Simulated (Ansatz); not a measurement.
**CH6FNSi2: a ladder of functionals and wavefunction methods**

How much do the methods differ for CH6FNSi2? The plan is to run it at one geometry with functionals of several rungs and with coupled cluster. The yardstick is the atomisation energy at the CCSD(T) limit.

The runs use Ansatz 0.2.0, Gaussian basis; functionals in def2-TZVPP, the program's frozen cores in correlated methods.

Levels to be run: PBE-D4, r2SCAN-D4, PBE0-D4, B3LYP-D4, ωB97X-V, ωB97M-V, B2PLYP; CCSD(T)/def2-TZVPP; MP2/def2-QZVPP; extrapolation to the limit.

## Step 1: The geometry

An earlier PBE0-D4 in a triple-zeta def2 set relaxation fixed the geometry.

11 atoms, charge 0, spin multiplicity 1.

Atoms are counted from 1 here; the program's logs count them from 0.

Bond lengths: N1–Si2 1.704 Å, N1–H6 1.009 Å, N1–H7 1.008 Å, Si2–C3 1.833 Å, Si2–H8 1.480 Å, Si2–H11 1.584 Å, C3–Si4 1.937 Å, C3–H9 1.091 Å, C3–H10 1.090 Å, Si4–F5 1.643 Å. Angles: Si2–N1–H6 117.6°, Si2–N1–H7 119.6°, H6–N1–H7 110.9°, N1–Si2–C3 115.0°, N1–Si2–H8 110.9°, N1–Si2–H11 112.1°, C3–Si2–H8 119.7°, C3–Si2–H11 94.4°, H8–Si2–H11 102.7°, Si2–C3–Si4 88.9°, Si2–C3–H9 114.0°, Si2–C3–H10 115.3°, Si4–C3–H9 112.2°, Si4–C3–H10 114.2°, H9–C3–H10 110.7°, C3–Si4–F5 96.3°.

## Step 2: PBE-D4 (GGA)

The input, in.yaml:

```yaml
crystal:
  periodic: [false, false, false]
  atoms:
    - {symbol: N, position_ang: [-1.651840, 0.180020, 0.515737]}
    - {symbol: Si, position_ang: [-0.190419, -0.688011, 0.390677]}
    - {symbol: C, position_ang: [1.323909, 0.344601, 0.368599]}
    - {symbol: Si, position_ang: [1.424080, 0.093412, -1.549777]}
    - {symbol: F, position_ang: [0.244138, 1.170672, -1.934425]}
    - {symbol: H, position_ang: [-1.719657, 1.056341, 0.019653]}
    - {symbol: H, position_ang: [-2.528566, -0.316274, 0.489581]}
    - {symbol: H, position_ang: [-0.230412, -1.912164, 1.221448]}
    - {symbol: H, position_ang: [2.172466, -0.101754, 0.888364]}
    - {symbol: H, position_ang: [1.185439, 1.381116, 0.677693]}
    - {symbol: H, position_ang: [0.036262, -1.265059, -1.066949]}
basis:
  gaussian: {orbitals: def2-TZVPP}
hamiltonian: {xc: pbe, dispersion: d4}
output: {forces: true, orbitals: {seedname: orbitals}}
```

On the command line:

```console
$ ansatz run in.yaml --threads 4 --pin off --events-out ev --progress --plain --max-ram 10444MiB
```

After this run come: r2SCAN-D4 (meta-GGA); PBE0-D4 (hybrid); B3LYP-D4 (hybrid); ωB97X-V (range-separated); ωB97M-V (range-separated); B2PLYP (double hybrid); CCSD(T) in def2-TZVPP; MP2 in def2-QZVPP.

Before running them: what should the planned runs give, taken together? Wanted: atomisation energy, CCSD(T)/CBS; farthest; mean size of error, hybrid; mean size of error, range-separated; gap, smallest and largest; T1 diagnostic; triples share of the correlation energy.

**Answer**, as computed:

```
                               quantity                                value
        atomisation energy, CCSD(T)/CBS                        3909.1 kJ/mol
 functionals within 19.5 kJ/mol (0.5 %)         r2SCAN-D4, B3LYP-D4, ωB97X-V
                               farthest                B2PLYP (-55.6 kJ/mol)
             mean size of error, hybrid                          12.2 kJ/mol
    mean size of error, range-separated                          19.4 kJ/mol
              gap, smallest and largest  3.26 eV (PBE-D4), 9.38 eV (ωB97X-V)
                          T1 diagnostic                               0.0133
triples share of the correlation energy                                3.7 %
```

PBE-D4 is off by +50.1 kJ/mol. Double hybrids carry the basis error of their MP2 part in triple zeta, and no dispersion term here, so their miss is partly the set-up's. Misses under about 19.5 kJ/mol are within the doubt on the reference itself, which lacks core-valence correlation, relativity and higher excitations. Hartree-Fock recovers 71 % of the binding; the rest is correlation. Orbital gaps span 3.3 to 9.4 eV; exact exchange widens them.
